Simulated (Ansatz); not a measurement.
# C₂H₁₀In₂SSi: geometry and vibrations

Aim: relax C₂H₁₀In₂SSi from a cheap starting geometry, check the end point by its vibrations and derive ideal-gas thermochemistry, and look at its orbitals and charge.

Program: Ansatz 0.2.0, Gaussian basis. Level of theory: RKS PBE0-D4/def2-TZVP. These are calculated values, not measurements.

Levels to be run: relaxation at PBE0-D4/def2-TZVP; harmonic vibrations at the same level; a single point in def2-TZVPP for the fields.

1 further run of the same task is left out (for a known fault of the program).

**1. The starting structure**

SMILES `C[S][In]([CH3])[SiH2][InH2]`, 16 atoms, charge 0, spin multiplicity 1.

Atoms are counted from 1 here; the program's logs count them from 0.

Bond lengths: C1–S2 1.828 Å, C1–H7 1.095 Å, C1–H8 1.095 Å, C1–H9 1.086 Å, S2–In3 2.475 Å, In3–C4 2.266 Å, In3–Si5 2.692 Å, C4–H10 1.091 Å, C4–H11 1.090 Å, C4–H12 1.090 Å, Si5–In6 2.634 Å, Si5–H13 1.495 Å, Si5–H14 1.490 Å, In6–H15 1.793 Å, In6–H16 1.775 Å. Angles: S2–C1–H7 109.9°, S2–C1–H8 110.8°, S2–C1–H9 106.7°, H7–C1–H8 110.4°, H7–C1–H9 109.4°, H8–C1–H9 109.5°, C1–S2–In3 99.7°, S2–In3–C4 110.0°, S2–In3–Si5 109.2°, C4–In3–Si5 140.8°, In3–C4–H10 105.4°, In3–C4–H11 110.8°, In3–C4–H12 111.1°, H10–C4–H11 109.9°, H10–C4–H12 109.9°, H11–C4–H12 109.6°, In3–Si5–In6 121.9°, In3–Si5–H13 106.4° and more.

The start is a GFN2-xTB geometry. In takes the def2 core potential; no spin-orbit term is included.

**2. Relaxation at PBE0-D4/def2-TZVP**

in.yaml

```yaml
crystal:
  periodic: [false, false, false]
  atoms:
    - {symbol: C, position_ang: [-0.400970, -0.714470, 2.134620]}
    - {symbol: S, position_ang: [0.936930, -1.699820, 1.372000]}
    - {symbol: In, position_ang: [1.154180, -0.510700, -0.788100]}
    - {symbol: C, position_ang: [2.662830, -1.568670, -2.106820]}
    - {symbol: Si, position_ang: [-0.510830, 1.604140, -0.804880]}
    - {symbol: In, position_ang: [-2.730670, 1.638170, 0.611910]}
    - {symbol: H, position_ang: [-1.357720, -0.952320, 1.658320]}
    - {symbol: H, position_ang: [-0.190440, 0.357220, 2.053120]}
    - {symbol: H, position_ang: [-0.440120, -0.998040, 3.182330]}
    - {symbol: H, position_ang: [3.024680, -2.411600, -1.516030]}
    - {symbol: H, position_ang: [3.492230, -0.905880, -2.353830]}
    - {symbol: H, position_ang: [2.198220, -1.929800, -3.024280]}
    - {symbol: H, position_ang: [0.314120, 2.793220, -0.431250]}
    - {symbol: H, position_ang: [-0.869290, 1.886860, -2.223330]}
    - {symbol: H, position_ang: [-4.321680, 2.026710, -0.117630]}
    - {symbol: H, position_ang: [-2.961450, 1.384970, 2.353840]}
basis:
  gaussian: {orbitals: def2-TZVP}
hamiltonian: {xc: pbe0, dispersion: d4}
relax: {f_tol: 0.005, max_steps: 150}
```

Launch:

```bash
ansatz run in.yaml --threads 2 --pin off --events-out ev --progress --plain --max-ram 32768MiB --backend cuda --devices 0, --max-vram 18GiB
```

After this run come: Vibrations by finite differences; A single point for the fields.

Before running them: what should the planned runs give, taken together? Wanted: point group; shift from the start; total energy; dispersion term; dipole moment; lowest, highest wavenumber; zero-point energy; HOMO, LUMO.

As calculated:

```
                  quantity            value
               point group               C1
                     steps               52
shift from the start (rms)          0.727 Å
              total energy   -31290.4538 eV
           dispersion term         -405 meV
             dipole moment           1.32 D
lowest, highest wavenumber    16, 3168 cm⁻¹
         zero-point energy     270.8 kJ/mol
       entropy at 298.15 K  526.3 J/(mol K)
                HOMO, LUMO  -6.82, -1.85 eV
```

The relaxed geometry lies 0.73 Å (rms) from the start; the bond that changed most is In3–C4, from 2.266 to 2.150 Å. No mode is imaginary: a true minimum at this level. The stiffest mode, 3168 cm⁻¹, is a C–H stretch, and 10 modes under 200 cm⁻¹ make the vibrational entropy uncertain. Harmonic hybrid wavenumbers usually lie a few per cent above measured fundamentals. The largest Mulliken charge, -0.62 e, sits on C4. The HOMO lies mostly on S2 75 %; In3 7 % and the LUMO on In6 41 %; H15, H16 about 11 % each.
